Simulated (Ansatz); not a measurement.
# SiGePH+ (quartet): wave-function methods side by side, cc-pVDZ

The task here is to estimate one member of a computed series from the others.

Computed with Ansatz 0.2.0, Gaussian basis. Level: cc-pVDZ, core rule «outside noble gas», up to 24 orbitals frozen.

To be run: UHF; CCSD(T) on UHF; BCCD(T) on ROHF; CISD; CCSDT(Q) on ROHF; CCSDT(Q) on UHF.

39 further runs of the same task are left out: 27 that didn't finish, 12 set aside as unsound or not needed.

### The geometry

The geometry is a PBE0/def2-TZVP stationary point (not a proven minimum) of the parent state, kept for this charge and spin. No spin-orbit coupling is included. The filled d shell of Ge may be among the frozen orbitals whatever the setting's name suggests; the logs give the count.

4 atoms, charge 1, spin multiplicity 4.

Atoms are counted from 1 here; the program's logs count them from 0.

Bond lengths: Ge1–Si2 2.295 Å, Si2–P3 2.078 Å, P3–H4 1.435 Å. Angles: Ge1–Si2–P3 176.1°, Si2–P3–H4 83.2°.

Set-up of the first run:

File in.yaml:

```yaml
crystal:
  periodic: [false, false, false]
  atoms:
    - {symbol: Ge, position_ang: [-0.000001, -0.318403, 2.736058]}
    - {symbol: Si, position_ang: [0.000005, -0.293052, 0.441608]}
    - {symbol: P, position_ang: [-0.000002, -0.410479, -1.633446]}
    - {symbol: H, position_ang: [-0.000003, 1.021934, -1.544221]}
basis:
  gaussian: {orbitals: cc-pVDZ}
total_charge: 1
magnetization: {spin_polarized: true, initial_magnetization: 3}
hamiltonian: {xc: hf}
output: {orbitals: {seedname: orbitals}}
```

The run is started by

```console
ansatz run in.yaml --threads 1 --pin off --events-out ev --progress --plain --max-ram 2393MiB
```

Among the steps run: UHF; CCSD(T) on UHF; BCCD(T) on ROHF; CISD; CCSDT(Q) on ROHF; CCSDT(Q) on UHF.

One table of the session follows, with a row left open; its other results are not shown here.

```
   method  from UCCSDT(Q) (meV)
      UHF               +7486.9
     UMP2               +1639.8
    UCCSD                     ?
 UCCSD(T)                 +89.6
  BCCD(T)                 +88.8
   UCCSDT                 +27.2
UCCSDT(Q)                     0
```

Estimate the missing values for UCCSD.

The run gave: from UCCSDT(Q) (meV): +410.8. In the column «from UCCSDT(Q) (meV)» it lies between UCCSD(T) (+89.6) and UMP2 (+1639.8).

Not comparable, so not listed: CISD; CCSDT(Q) on ROHF (they don't share determinant, frozen orbitals or solution with the rows shown, or repeat one).
